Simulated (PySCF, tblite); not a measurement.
# C3H8B2ClP: geometry, infrared bands and NMR shifts

Aim: predict the infrared bands and NMR shifts of C3H8B2ClP (`BPB(Cl)CC=C`).

Computed with tblite 0.8.0 and PySCF 2.14.0, with density-fitted response routines of our own, on a single molecule in the gas phase. Atoms are numbered from 0 throughout.

## (1) The molecule as given

15 atoms, charge 0, multiplicity 1; geometry from: force field or distance geometry start.

Bonds of the start (Å): B0–P1 1.90, P1–B2 1.88, B2–Cl3 1.85, B2–C4 1.59, C4–C5 1.46, C5–C6 1.33, B0–H7 1.19, B0–H8 1.20, P1–H9 1.44, C4–H10 1.11, C4–H11 1.13, C5–H12 1.09, C6–H13 1.08, C6–H14 1.11.

## (2) Relaxing the molecule with GFN2-xTB

Job settings and geometry (Å):

```
{"job": {"kind": "relax", "xc": "GFN2-xTB", "basis": "xTB"}, "charge": 0, "multiplicity": 1}
B      2.921600     0.231800     0.394900
P      1.583700    -1.084000     0.120900
B      0.307700    -0.706700    -1.204000
Cl     0.130500    -1.894700    -2.610600
C     -0.859500     0.357300    -1.020600
C     -1.143800     0.556700     0.402300
C     -2.339500     0.314400     0.934100
H      3.892000    -0.027600     1.040400
H      2.698900     1.402000     0.260100
H      1.128500    -1.787100     1.290400
H     -1.749000    -0.028700    -1.556000
H     -0.548500     1.316700    -1.529400
H     -0.377000     0.914600     1.091400
H     -3.175100    -0.049000     0.347500
H     -2.474900     0.492100     2.016600
```

On the command line:

```console
OMP_NUM_THREADS=1 python probes_run.py task.json out
```

The driver reads the jobs from task.json and runs them one after another.

The program printed:

```text
step      E/eV     max force
  0    -543.26696    1.853
  1    -543.51219    1.444
  2    -543.72790    1.561
  3    -543.81789    1.178
  4    -543.90509    0.945
  5    -543.98550    0.668
  6    -544.01720    0.604
  7    -544.04662    0.540
  8    -544.06874    0.552
  9    -544.10123    0.570
 10    -544.13283    0.553
 11    -544.16400    0.422
 12    -544.19072    0.450
 13    -544.21672    0.516
 14    -544.24170    0.436
 15    -544.26292    0.391
 16    -544.28344    0.352
 17    -544.30384    0.381
 18    -544.31953    0.341
 19    -544.32859    0.262
 20    -544.33589    0.216
 21    -544.34133    0.225
 22    -544.34706    0.200
 23    -544.35064    0.139
 24    -544.35363    0.123
 25    -544.35579    0.127
 26    -544.35789    0.113
 27    -544.36011    0.121
 28    -544.36216    0.114
 29    -544.36409    0.108
 30    -544.36610    0.120
 31    -544.36866    0.171
 32    -544.37219    0.196
 33    -544.37700    0.243
 34    -544.38209    0.256
 35    -544.38724    0.179
 36    -544.39149    0.188
 37    -544.39563    0.182
 38    -544.40004    0.167
 39    -544.40459    0.162
 40    -544.40903    0.162
 41    -544.41291    0.152
 42    -544.41586    0.135
 43    -544.41905    0.167
 44    -544.42364    0.187
 45    -544.42945    0.269
 46    -544.43464    0.200
 47    -544.43812    0.147
 48    -544.44057    0.121
 49    -544.44306    0.181
 50    -544.44623    0.193
 51    -544.44997    0.139
 52    -544.45305    0.148
 53    -544.45609    0.133
 54    -544.45977    0.153
 55    -544.46375    0.177
 56    -544.46666    0.116
 57    -544.46951    0.119
 58    -544.47254    0.121
 59    -544.47664    0.161
 60    -544.48223    0.167
 61    -544.48827    0.200
 62    -544.49467    0.191
 63    -544.50249    0.210
 64    -544.51160    0.217
 65    -544.52294    0.246
 66    -544.53163    0.433
 67    -544.53078    0.325
 68    -544.54815    0.220
 69    -544.55716    0.199
 70    -544.58076    0.233
 71    -544.59407    0.267
 72    -544.60688    0.270
 73    -544.61468    0.247
 74    -544.62523    0.197
 75    -544.63202    0.192
 76    -544.63690    0.200
 77    -544.64315    0.156
 78    -544.64894    0.197
 79    -544.65511    0.193
 80    -544.66062    0.236
 81    -544.66422    0.273
 82    -544.67213    0.251
 83    -544.67921    0.204
 84    -544.68991    0.235
 85    -544.69588    0.216
 86    -544.70308    0.166
 87    -544.70977    0.186
 88    -544.71566    0.217
 89    -544.71998    0.198
 90    -544.72573    0.216
 91    -544.73180    0.236
 92    -544.73756    0.176
 93    -544.74086    0.140
 94    -544.74354    0.122
 95    -544.74551    0.122
 96    -544.74735    0.087
 97    -544.74876    0.092
 98    -544.74988    0.104
 99    -544.75068    0.075
100    -544.75144    0.063
101    -544.75176    0.063
102    -544.75208    0.047
103    -544.75236    0.048
104    -544.75277    0.052
105    -544.75324    0.063
106    -544.75368    0.052
107    -544.75401    0.043
108    -544.75432    0.049
109    -544.75469    0.059
110    -544.75519    0.051
111    -544.75572    0.059
112    -544.75626    0.067
113    -544.75699    0.088
114    -544.75797    0.107
115    -544.75903    0.075
116    -544.75999    0.073
117    -544.76092    0.073
118    -544.76221    0.127
119    -544.76394    0.141
120    -544.76536    0.087
121    -544.76610    0.054
122    -544.76649    0.077
123    -544.76695    0.095
124    -544.76765    0.117
125    -544.76861    0.102
126    -544.76963    0.097
127    -544.77037    0.061
128    -544.77083    0.060
129    -544.77131    0.091
130    -544.77184    0.095
131    -544.77248    0.060
132    -544.77314    0.093
133    -544.77351    0.046
134    -544.77370    0.025
135    -544.77383    0.028
136    -544.77395    0.037
137    -544.77413    0.038
138    -544.77436    0.046
139    -544.77463    0.037
140    -544.77484    0.028
141    -544.77494    0.023
142    -544.77502    0.026
143    -544.77509    0.020
144    -544.77519    0.027
145    -544.77529    0.032
146    -544.77539    0.028
147    -544.77545    0.020
148    -544.77550    0.016
149    -544.77554    0.014
150    -544.77556    0.009
```

Wall time 1.9 s (1 thread of Arm Neoverse N1, shared host); peak memory 0.18 GiB.

The steps of the relaxation: (not every step is listed)

```tsv
step	energy from step 0 (eV)	largest force (eV/Å)
0	0.0000	1.8531
1	-0.2452	1.4442
2	-0.4609	1.5611
3	-0.5509	1.1782
4	-0.6381	0.9454
5	-0.7185	0.6682
6	-0.7502	0.6042
7	-0.7797	0.5400
8	-0.8018	0.5516
21	-1.0744	0.2253
34	-1.1151	0.2556
47	-1.1712	0.1471
60	-1.2153	0.1668
73	-1.3477	0.2473
86	-1.4361	0.1664
99	-1.4837	0.0749
112	-1.4893	0.0673
125	-1.5016	0.1019
138	-1.5074	0.0457
145	-1.5083	0.0323
146	-1.5084	0.0278
147	-1.5085	0.0195
148	-1.5085	0.0163
149	-1.5086	0.0137
150	-1.5086	0.0095
```

Close pairs (by a distance rule), those that changed most:

```tsv
bond	before (Å)	after (Å)	change (Å)
B2–Cl3	1.850	1.725	-0.124
B0–P1	1.896	1.804	-0.092
P1–H9	1.439	1.372	-0.066
P1–B2	1.878	1.839	-0.039
C4–H11	1.130	1.094	-0.036
C4–C5	1.465	1.497	+0.032
B0–H8	1.199	1.169	-0.030
C6–H14	1.105	1.077	-0.028
```

The final coordinates are the input of the step that follows.

## (3) Infrared spectrum with GFN2-xTB

Job settings and geometry (Å):

```
{"job": {"kind": "ir", "xc": "GFN2-xTB", "basis": "xTB"}, "charge": 0, "multiplicity": 1}
B      3.191504    -0.464095     0.323083
P      1.417751    -0.792361     0.287344
B      0.412063    -0.202441    -1.134286
Cl     1.135557    -0.310758    -2.696857
C     -1.101170     0.284523    -1.014781
C     -1.497975     0.741731     0.354072
C     -2.348777     0.110676     1.142611
H      3.735318    -0.335265     1.348699
H      3.783511    -0.462324    -0.684721
H      0.769908    -0.450223     1.447827
H     -1.755818    -0.539454    -1.315991
H     -1.285662     1.094631    -1.726528
H     -1.024371     1.657061     0.687889
H     -2.838488    -0.799053     0.834987
H     -2.597765     0.475342     2.124741
```

The program printed:

```text
mode    cm-1     km/mol
  1      28.1      0.77
  2      51.8      1.08
  3      66.9      0.96
  4     112.0      0.32
  5     157.8      0.92
  6     202.3      2.78
  7     262.0      5.49
  8     300.4      2.10
  9     347.7      7.21
 10     405.0      8.90
 11     493.3      0.19
 12     544.3     19.95
 13     656.9      8.18
 14     690.3     16.18
 15     765.3     88.30
 16     767.4     61.71
 17     827.0     15.09
 18     846.3     65.11
 19     868.8     61.70
 20     893.9     15.56
 21     950.6     28.01
 22    1012.7     85.67
 23    1023.9      3.08
 24    1064.3     59.81
 25    1151.0     76.07
 26    1181.8     10.42
 27    1238.7     32.65
 28    1295.4     13.89
 29    1412.9      8.59
 30    1446.6     10.71
 31    1713.2     21.00
 32    2421.9     93.13
 33    2636.1     84.55
 34    2681.9     90.52
 35    2941.2     13.24
 36    2959.0     28.43
 37    3043.1     33.87
 38    3097.2     20.78
 39    3123.4     46.62
```

Wall time 0.88 s (1 thread of Arm Neoverse N1, shared host); peak memory 0.18 GiB.

The strongest bands and the atoms that carry them (share of the mass-weighted mode):

```tsv
cm⁻¹	km/mol	atoms
765	88.3	H8 36 %, H7 35 %, B0 23 %
767	61.7	B2 23 %, C4 22 %, H11 18 %, H10 16 %
846	65.1	B2 32 %, B0 15 %, P1 15 %, H7 10 %
1013	85.7	B2 36 %, H10 15 %, C4 12 %, H12 11 %
1151	76.1	H8 41 %, H7 39 %, B0 18 %
2422	93.1	H9 97 %
2636	84.5	H8 53 %, H7 43 %
2682	90.5	H7 50 %, H8 39 %, B0 11 %
```

## (4) Shielding tensors: PBE0/pcSseg-1

Same as in step 3 but for these lines:

```diff
@@ -1,2 +1,2 @@
-{"job": {"kind": "ir", "xc": "GFN2-xTB", "basis": "xTB"}, "charge": 0, "multiplicity": 1}
+{"job": {"kind": "nmr", "xc": "PBE0", "basis": "pcSseg-1"}, "charge": 0, "multiplicity": 1}
 B      3.191504    -0.464095     0.323083
```

With the program's defaults for keys left out, this is: GIAO PBE0/pcSseg-1 NMR shielding, non-relativistic, gas phase.

The program printed:

```text
coarse grid: 13640 points
cycle   1  E = -969.7611455013  dE =  7.245e-01  |g| = 3.638e-01  |ddm| = 3.446e+00
cycle   2  E = -969.7631070807  dE = -1.962e-03  |g| = 3.679e-01  |ddm| = 7.213e-01
cycle   3  E = -969.7998814058  dE = -3.677e-02  |g| = 5.123e-02  |ddm| = 3.777e-01
cycle   4  E = -969.8003970869  dE = -5.157e-04  |g| = 3.264e-02  |ddm| = 9.021e-02
cycle   5  E = -969.8007042953  dE = -3.072e-04  |g| = 7.311e-03  |ddm| = 3.841e-02
cycle   6  E = -969.8007176463  dE = -1.335e-05  |g| = 2.248e-03  |ddm| = 9.213e-03
cycle   7  E = -969.8007187797  dE = -1.133e-06  |g| = 8.312e-04  |ddm| = 2.483e-03
final grid: 122688 points
cycle   8  E = -969.8379745975  dE = -4.187e-05  |g| = 7.517e-03  |ddm| = 2.856e-02
cycle   9  E = -969.8379723666  dE =  2.231e-06  |g| = 7.906e-03  |ddm| = 1.431e-02
cycle  10  E = -969.8379893974  dE = -1.703e-05  |g| = 8.438e-04  |ddm| = 8.135e-03
cycle  11  E = -969.8379895441  dE = -1.467e-07  |g| = 3.538e-04  |ddm| = 1.207e-03
cycle  12  E = -969.8379895801  dE = -3.597e-08  |g| = 7.925e-05  |ddm| = 3.996e-04
cycle  13  E = -969.8379895816  dE = -1.527e-09  |g| = 2.638e-05  |ddm| = 9.072e-05
cycle  14  E = -969.8379895818  dE = -1.710e-10  |g| = 7.331e-06  |ddm| = 2.838e-05
converged SCF energy = -969.8379895818

GIAO shielding tensors (ppm)
atom      isotropic    diamagn.    paramagn.     s11        s22        s33       span
  0 B       32.021     196.021    -164.000    -50.991     -0.151    147.205    198.195
  1 P      354.142     972.441    -618.299    139.852    459.657    462.917    323.066
  2 B       30.116     191.183    -161.068    -32.262     18.142    104.467    136.730
  3 Cl     692.720    1148.575    -455.856    395.775    632.341   1050.043    654.268
  4 C      144.847     251.849    -107.002    132.163    139.086    163.293     31.130
  5 C       42.003     257.758    -215.755    -82.120     44.662    163.467    245.587
  6 C       63.750     254.140    -190.390    -48.170     83.089    156.331    204.501
  7 H       23.983      29.039      -5.056     17.136     26.770     28.044     10.909
  8 H       23.955      29.420      -5.465     16.386     26.352     29.127     12.741
  9 H       26.551      33.667      -7.117     21.205     27.211     31.237     10.032
 10 H       29.329      31.245      -1.916     25.546     29.791     32.650      7.103
 11 H       29.104      30.181      -1.078     24.682     29.732     32.898      8.216
 12 H       25.587      33.035      -7.449     23.017     25.575     28.168      5.151
 13 H       26.310      31.450      -5.140     22.629     25.857     30.443      7.814
 14 H       26.289      29.890      -3.601     23.102     25.627     30.138      7.036
```

Wall time 45 s (1 thread of Arm Neoverse N1, shared host); peak memory 0.73 GiB.

Shifts follow as δ = σ(reference) − σ, with reference shieldings (ppm) from runs at the same level and on the same kind of geometry: 1H TMS 31.72, 13C TMS 186.9, 31P H3PO4 318.4, 11B BF3·OEt2 100.1, 35Cl HCl 950. The references are single molecules in the gas phase, so shifts against H2O, NH3, PH3, H3PO4 or CFCl3 are not on the usual liquid scales and can be off by tens of ppm. Atoms listed in one row are averaged.

```tsv
atoms	environment	σ (ppm)	δ (ppm)	δ scaled to CDCl3
C5	alkene CH	42.0	144.9	139.5
C6	terminal =CH2 carbon	63.8	123.2	118.3
C4	allylic sp3 CH2 bonded to B	144.8	42.1	39.2
H7, H8	hydrogen on a boron bonded to P	23.97	7.75	–
H12	hydrogen on an alkene CH	25.59	6.13	5.88
H14	hydrogen on a terminal =CH2 carbon	26.29	5.43	5.22
H13	hydrogen on a terminal =CH2 carbon	26.31	5.41	5.20
H9	hydrogen on a phosphorus bonded to 2 B	26.55	5.17	–
H10, H11	hydrogen on an allylic sp3 CH2 bonded to B	29.22	2.50	2.46
B2	boron bonded to C, Cl, P	30.1	70.0	–
B0	boron bonded to P, 2 H	32.0	68.0	–
P1	phosphorus bonded to 2 B, H	354.1	-35.8	–
Cl3	chlorine bonded to B	693	257	–
```

The scaled column applies a straight-line fit of computed shieldings to shifts measured in CDCl3, with any fitted terms for Cl, Br or S neighbours (root-mean-square error 0.16 ppm for H, 1.9 ppm for C).

The run also stored atomic charges by several schemes (e):

```tsv
atoms	Mulliken	IAO	Hirshfeld	ESP fit
B0	-0.04	-0.26	0.05	0.10
P1	-0.15	0.30	0.04	-0.23
B2	0.34	0.00	0.12	0.27
Cl3	-0.19	-0.04	-0.05	-0.14
C4	-0.36	-0.41	-0.14	-0.30
C5	-0.28	-0.12	-0.04	0.07
C6	-0.15	-0.33	-0.11	-0.59
```

Mayer bond orders: B0–P1 1.27, P1–B2 1.14, B2–Cl3 1.14, B2–C4 1.00, C4–C5 1.03, C5–C6 1.98.

## (5) What came out

| quantity | value |
| --- | --- |
| strongest single infrared mode (GFN2-xTB) | 2422 cm⁻¹, 93 km/mol |
| zero-point energy (GFN2-xTB) | 65.3 kcal/mol |
| 13C shifts against TMS (PBE0/pcSseg-1) | 144.9, 123.2, 42.1 ppm |
| 1H shifts against TMS (PBE0/pcSseg-1, means over atoms taken as alike) | 7.75, 6.13, 5.43, 5.41, 5.17, 2.50 ppm |
| 11B shifts against BF3·OEt2 (PBE0/pcSseg-1) | 70.0, 68.0 ppm |
| 31P shifts against H3PO4 (PBE0/pcSseg-1) | -35.8 ppm |
| 35Cl shifts against HCl (PBE0/pcSseg-1) | 257 ppm |

In words: Relaxing lowered the energy by 1.509 eV in 150 steps; the close pair that moved most is B2–Cl3, from 1.850 to 1.725 Å. No mode is imaginary among the 39: a minimum at this level. The strongest single mode, at 2422 cm⁻¹, moves mainly H9. Unscaled tight-binding wavenumbers are off by several per cent, some by more. Its intensities can rank the bands wrongly. The most deshielded carbon is C5 (alkene CH), at 144.9 ppm: as expected for a trigonal carbon in a double bond. At PBE0/pcSseg-1: The largest span, 654 ppm, is at Cl3, where the paramagnetic term is -456 ppm.
